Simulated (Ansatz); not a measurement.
# AsF₂ (quartet): wave-function methods side by side, cc-pVDZ

How much of the correlation energy of AsF₂ (quartet) does each wave-function method recover here?

Computed with Ansatz 0.2.0, Gaussian basis. Level: cc-pVDZ, core rule «outside noble gas», up to 16 orbitals frozen.

To be run: UHF; CCSD(T) on ROHF; CCSD(T) on UHF; BCCD(T) on ROHF; CISD; CCSDT(Q) on ROHF; CCSDT(Q) on UHF; CASSCF and MRCISD+Q, 15 electrons in 10 orbitals; CASSCF and NEVPT2, 15 electrons in 10 orbitals.

21 further runs of the same task are left out: 7 that didn't finish, 14 set aside as unsound or not needed.

## Step 1: The geometry

The geometry is a PBE0/def2-TZVP stationary point (not a proven minimum) of the parent state, kept for this charge and spin. No spin-orbit coupling is included. The filled d shell of As may be among the frozen orbitals whatever the setting's name suggests; the logs give the count.

3 atoms, charge 0, spin multiplicity 4.

Atoms are counted from 1 here; the program's logs count them from 0.

Bond lengths: As1–F2 1.730 Å, As1–F3 1.730 Å. Angles: F2–As1–F3 96.5°.

## Step 2: UHF

The input, in.yaml:

```yaml
crystal:
  periodic: [false, false, false]
  atoms:
    - {symbol: As, position_ang: [0.000000, -0.387542, 0.000000]}
    - {symbol: F, position_ang: [0.000000, 0.764150, -1.290593]}
    - {symbol: F, position_ang: [0.000000, 0.764150, 1.290593]}
basis:
  gaussian: {orbitals: cc-pVDZ}
magnetization: {spin_polarized: true, initial_magnetization: 3}
hamiltonian: {xc: hf}
output: {orbitals: {seedname: orbitals}}
```

Command:

```console
> ansatz run in.yaml --threads 1 --pin off --events-out ev --progress --plain --max-ram 2393MiB
```

The runs that follow: CCSD(T) on ROHF; CCSD(T) on UHF; BCCD(T) on ROHF; CISD; CCSDT(Q) on ROHF; CCSDT(Q) on UHF; CASSCF and MRCISD+Q, 15 electrons in 10 orbitals; CASSCF and NEVPT2, 15 electrons in 10 orbitals.

**Question.** What will the summary of the whole plan be? Wanted: UCCSDT(Q) below the RHF energy; RMP2 from UCCSDT(Q); UMP2 from UCCSDT(Q); RCCSD from UCCSDT(Q); RCCSD(T) from UCCSDT(Q); UCCSD(T) from UCCSDT(Q); RCCSDT(Q) from UCCSDT(Q); NEVPT2 valence from UCCSDT(Q); MRCISD+Q valence from UCCSDT(Q).

The runs gave:

```
                         quantity              value
   UCCSDT(Q) below the RHF energy        -12.9715 eV
              RMP2 from UCCSDT(Q)         +586.3 meV
              UMP2 from UCCSDT(Q)         +619.7 meV
             RCCSD from UCCSDT(Q)         +363.0 meV
          RCCSD(T) from UCCSDT(Q)          +81.9 meV
          UCCSD(T) from UCCSDT(Q)          +70.7 meV
         RCCSDT(Q) from UCCSDT(Q)          +19.9 meV
    NEVPT2 valence from UCCSDT(Q)        +1129.4 meV
  MRCISD+Q valence from UCCSDT(Q)         +225.4 meV
levels within 1 kcal/mol (43 meV)  UCCSDT, RCCSDT(Q)
                    T1 diagnostic              0.030
   effectively unpaired electrons               3.01
```

**Reading.** RCCSD(T) lands +81.9 meV from the yardstick (0.6 % of the correlation energy). One determinant dominates. Of the multireference levels listed MRCISD+Q valence comes nearest in total energy (+225.4 meV), which doesn't show that its space is the better one. These misses are within one basis, not against nature; the frozen cores of restricted and unrestricted runs differ, which can shift their rows.
